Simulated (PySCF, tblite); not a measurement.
# C₆H₁₂O₂S: geometry, infrared bands and NMR shifts

Wanted: the infrared bands and NMR shifts of C₆H₁₂O₂S (`C[C@@H]1CCS(=O)(=O)[C@@H]1C`), by calculation.

Computed with tblite 0.8.0 and PySCF 2.14.0, with density-fitted response routines of our own, on a single molecule in the gas phase. Atoms are numbered from 0 throughout.

### Step 1. Starting geometry

21 atoms, charge 0, multiplicity 1; geometry from: force field or distance geometry start.

Bonds of the start (Å): C0–C1 1.55, C1–C2 1.53, C2–C3 1.53, C3–S4 1.79, S4–O5 1.44, S4–O6 1.46, S4–C7 1.80, C7–C8 1.52, C7–C1 1.53, C0–H9 1.09, C0–H10 1.08, C0–H11 1.10, C1–H12 1.08, C2–H13 1.10, C2–H14 1.09, C3–H15 1.11, C3–H16 1.08, C7–H17 1.10, C8–H18 1.10, C8–H19 1.09, C8–H20 1.09.

### Step 2. Relaxing the molecule with GFN2-xTB

Job settings and geometry (Å):

```
{"job": {"kind": "relax", "xc": "GFN2-xTB", "basis": "xTB"}, "charge": 0, "multiplicity": 1}
C      1.500500    -0.687000     0.847100
C      0.888800    -0.131400    -0.458700
C      0.904200     1.399500    -0.463800
C     -0.247500     1.880400     0.419900
S     -1.557600     0.679400     0.206000
O     -1.927300     0.153800     1.494600
O     -2.538200     1.243400    -0.711000
C     -0.571400    -0.526800    -0.694100
C     -0.950000    -1.964700    -0.357800
H      1.575700    -1.775700     0.809100
H      2.496100    -0.285000     1.003200
H      0.886200    -0.433200     1.727100
H      1.506400    -0.505100    -1.266300
H      0.718400     1.747800    -1.495800
H      1.849300     1.834200    -0.144200
H      0.040600     1.860200     1.495000
H     -0.602300     2.872100     0.160200
H     -0.801700    -0.358100    -1.758700
H     -2.004500    -2.146400    -0.606200
H     -0.333600    -2.666600    -0.917400
H     -0.841000    -2.173900     0.711300
```

Command:

```bash
$ OMP_NUM_THREADS=1 python probes_run.py task.json out
```

This one command runs all jobs of the session in turn.

**Question.** This job is followed by: GFN2-xTB harmonic vibrations, gas phase; GIAO PBE0/pcSseg-1 NMR shielding, non-relativistic, gas phase. What will the session give for the following? strongest single infrared mode (GFN2-xTB); zero-point energy (GFN2-xTB); 13C shifts against TMS (PBE0/pcSseg-1); 1H shifts against TMS (PBE0/pcSseg-1, means over atoms taken as alike); 33S shifts against CS2 (PBE0/pcSseg-1); 17O shifts against H2O (PBE0/pcSseg-1).

**Answer**, as computed:

| quantity | value |
| --- | --- |
| strongest single infrared mode (GFN2-xTB) | 1249 cm⁻¹, 468 km/mol |
| zero-point energy (GFN2-xTB) | 110.2 kcal/mol |
| 13C shifts against TMS (PBE0/pcSseg-1) | 65.0, 56.6, 38.4, 32.3, 14.9, 10.1 ppm |
| 1H shifts against TMS (PBE0/pcSseg-1, means over atoms taken as alike) | 3.02, 2.89, 2.63, 2.16, 2.11, 1.91, 1.35, 1.15 ppm |
| 33S shifts against CS2 (PBE0/pcSseg-1) | 345 ppm |
| 17O shifts against H2O (PBE0/pcSseg-1) | 232.9, 228.4 ppm |

In words: Relaxing lowered the energy by 0.184 eV in 67 steps; the close pair that moved most is C3–S4, from 1.790 to 1.835 Å. All 57 modes are real, so the xTB geometry is a minimum. The strongest single mode, at 1249 cm⁻¹, is spread over several atoms, S4, O6, O5 among them. GFN2-xTB is a fitted tight-binding method: band positions and strengths are rough. Its intensities can rank the bands wrongly. At PBE0/pcSseg-1: The widest tensor belongs to S4: span 173 ppm, with a paramagnetic part of -892 ppm.
